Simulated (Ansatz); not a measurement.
PtSe:

```
Pt Se
1.0
     0.00000    2.79841    2.79841
     2.79841    0.00000    2.79841
     2.79841    2.79841    0.00000
Pt Se
1 1
Direct
  0.50000 0.50000 0.50000
  0.00000 0.00000 0.00000
```

The cell comes from a database or a generator and needn't be the stable form of this composition.

Program: Ansatz 0.2.0. Alike in all runs: task single point; potentials or basis Ansatz PAW; no spin polarisation; cell as given; k mesh 4 × 4 × 4; smearing fermi-dirac 0.05 eV; the mesh is coarse, so values aren't converged.

Q: Order these runs on this cell by their pressure, lowest first.
A. level r2SCAN50; cutoff (eV) 500
B. level r2SCANh; cutoff (eV) 500
C. level B3LYP; cutoff (eV) 420

A: A (-19.3 GPa), B (-16.1 GPa), C (-9.8 GPa).

Caveats: all runs use coarse meshes; the PAW data sets come from PBE, with cores solved anew for the run's functional, which leaves a small shift of forces and pressure; the thresholds are loose for stress; so large a pressure means that the cell lies far from this level's equilibrium, or that cutoff or potentials fall short (some runs).
